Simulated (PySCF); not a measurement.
# C3H6OSSi: the cost of one run

Programs: PySCF 2.14.0, with density-fitted response routines of our own. Each step states its level of theory. These are calculated values for one molecule in the gas phase, unless marked as measured. Atoms are numbered from 0 throughout.

**1. The molecule as given**

12 atoms, charge 0, multiplicity 1; geometry from: GFN2-xTB. The atoms were then displaced at random by about 0.01 Å, so the start is not that level's minimum.

Bonds of the start (Å): C0–C1 1.34, C1–C2 1.45, C2–O3 1.25, C1–S4 1.75, S4–Si5 2.20, C0–H6 1.05, C0–H7 1.09, C2–H8 1.10, Si5–H9 1.46, Si5–H10 1.44, Si5–H11 1.48.

**2. Optimising the geometry at PBE0-D3(BJ)/def2-SVP**

What the job is given:

```
{"job": {"xc": "PBE0", "basis": "def2-SVP", "d3": "d3bj", "grid": 1, "shake": 0.01, "kind": "geom"}, "charge": 0, "multiplicity": 1}
C     -1.900120    -1.325010    -0.298670
C     -0.819170    -0.558320    -0.133040
C     -0.930490     0.777470     0.424650
O      0.057960     1.528270     0.608840
S      0.780550    -1.117640    -0.575870
Si     2.104660     0.555590    -0.037050
H     -1.855710    -2.289480    -0.721640
H     -2.876140    -0.919420    -0.032740
H     -1.934700     1.097760     0.722090
H      2.169450     0.694160     1.419460
H      1.896930     1.659080    -0.938850
H      3.346460    -0.130720    -0.446200
```

On the command line:

```bash
$ OMP_NUM_THREADS=1 python probes_run.py task.json out
```

The driver reads the jobs from task.json and runs them one after another.

Q: Estimate the wall time and peak memory of this first job on 1 thread of Arm Neoverse V1, shared host.

About 69 s, with a peak of 0.52 GiB.
